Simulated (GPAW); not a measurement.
Here is a GPAW 26.7.0 calculation.

Contents of run.py:

```python
from ase import Atoms
from ase.dft.bandgap import bandgap
from ase.io import write
from ase.units import GPa
from ase.parallel import parprint
from gpaw import GPAW, PW

atoms = Atoms(['Hf', 'Hf', 'Pd', 'Pd', 'Se', 'Se', 'Br', 'Br', 'O', 'O', 'O'],
              cell=[[7.58666, -1.70971, -1.17576],
                    [7.58666, 1.70971, -1.17576],
                    [-2.02446, 0.0, 13.05155]],
              scaled_positions=[[0.94514, 0.94514, 0.06144],
                                [0.60628, 0.60628, 0.28309],
                                [0.1792, 0.1792, 0.50964],
                                [0.32286, 0.32286, 0.74307],
                                [0.92232, 0.92232, 0.84566],
                                [0.78991, 0.78991, 0.588],
                                [0.58645, 0.58645, 0.0452],
                                [0.24604, 0.24604, 0.28651],
                                [0.59701, 0.59701, 0.42127],
                                [0.38554, 0.38554, 0.07302],
                                [0.03094, 0.03094, 0.22169]],
              pbc=True)

calc = GPAW(mode=PW(800),
            xc='PBE',
            kpts={'size': (6, 6, 2), 'gamma': True},
            occupations={'name': 'fermi-dirac', 'width': 0.05},
            nbands=84,
            convergence={'density': 1e-05, 'energy': 1e-05},
            maxiter=150,
            txt='gpaw.txt')
atoms.calc = calc
energy = atoms.get_potential_energy()
forces = atoms.get_forces()
stress = atoms.get_stress()
calc.write('gs.gpw')
write('result.traj', atoms)
parprint(f'Energy: {energy:.6f} eV')
parprint('Forces (eV/A):')
parprint(forces.round(4))
parprint('Stress (GPa):', (stress / GPa).round(3))
parprint('Fermi level:', round(calc.get_fermi_level(), 4), 'eV')
parprint(f'Gap: {bandgap(calc)[0]:.4f} eV, direct: {bandgap(calc, direct=True)[0]:.4f} eV')

path = atoms.cell.bandpath('GYFLI,I1ZF1,YX1,XGN,MG', npoints=80, eps=1e-4)
bs_calc = calc.fixed_density(kpts=path, symmetry='off', nbands=137,
                             convergence={'bands': 'CBM+6.0', 'eigenstates': 1e-6}, txt='bands.txt')
bs = bs_calc.band_structure()
bs.write('bs.json')
parprint(f'Gap on the path: {bandgap(bs_calc)[0]:.4f} eV')
```

Potentials or basis: GPAW PAW data sets (gpaw-data 1.2.1), pw.

The run is started by

```console
$ OMP_NUM_THREADS=1 mpirun -n 4 gpaw python run.py
```

**Question.** Predict the pressure.

**Answer.** 0.4 GPa.

**Question.** Predict the band gap along the path.

**Answer.** 0.64 eV, direct.

Forces on the atoms (eV/Å):
```
Hf   0.186  0.000 -0.076
Hf   0.163  0.000 -0.341
Pd  -0.045  0.000 -0.025
Pd   0.043  0.000  0.107
Se  -0.004  0.000  0.002
Se   0.027  0.000 -0.064
Br  -0.023  0.000 -0.010
Br   0.001  0.000 -0.015
O   -0.106  0.000  0.394
O   -0.185  0.000  0.049
O   -0.056  0.000 -0.022
```

Caveat: spin-orbit coupling is left out, which moves the levels of the heavy elements; the program warned that so skewed a cell can give wrong results. PBE gaps usually lie below the measured ones, often by a third to a half.
